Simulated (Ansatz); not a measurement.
What does this script print? It uses the Ansatz DFT code, driven from Python.

Script `run_edit.py`:
```python
import warnings

import ansatz as az
import numpy as np
import pandas as pd


def main() -> None:
    warnings.simplefilter('ignore', az.DeckWarning)

    vectors = np.array([
        [5.307017, 0.0, 0.0],
        [-2.653508, 4.596011, 0.0],
        [0.0, 0.0, 4.194453],
    ])
    system = (
        az.Lattice.of(vectors)
        .atom('Ca', [0.0, 0.0, 0.0])
        .atom('Zn', [0.5, 0.0, 0.5])
        .atom('Zn', [0.5, 0.5, 0.5])
        .atom('Zn', [0.0, 0.5, 0.5])
        .atom('Zn', [1 / 3, 2 / 3, 0.0])
        .atom('Zn', [2 / 3, 1 / 3, 0.0])
    )

    calc = (
        system.calculation()
        .functional(az.Functional.R2SCAN)
        .pseudopotentials('paw')
        .basis(20 * az.Ha)
        .kpoints(5)
        .occupations('Fermi-Dirac', width=0.1)
        .band_table()
    )
    typed = calc.input()
    rows = []
    for value in [0.0001, 1e-06, 1e-08]:
        edited = typed.set(az.key.scf.convergence.dr2_threshold, value)
        data = az.Session.from_dict(edited).plan().execute().report
        rows.append((value, data['free_energy_ev'], data['n_iterations'], len(data['eigenvalues_ev'][0]) if 'eigenvalues_ev' in data else 0))
    print(pd.DataFrame(rows, columns=['threshold eV', 'F eV', 'iterations', 'bands listed']).round(4).to_string(index=False))


if __name__ == '__main__':
    main()
```

```console
$ python run_edit.py
 threshold eV        F eV  iterations  bands listed
       0.0001 -18451.5911           7            42
       0.0000 -18451.5911           9            42
       0.0000 -18451.5911          11            42
```

Total energies depend on the potentials; only differences at equal settings carry meaning. A total without «per atom» is that of the cell as typed. For a metal this k-point mesh is coarse: on a finer one energies can move by several to tens of meV an atom and pressures by half a GPa or more, differences at one mesh by less. This cell is a computed structure, which may not be the phase found in nature. It ran for 76 s on 1 thread of Arm Neoverse N1, on a shared host, peak memory 0.72 GiB.
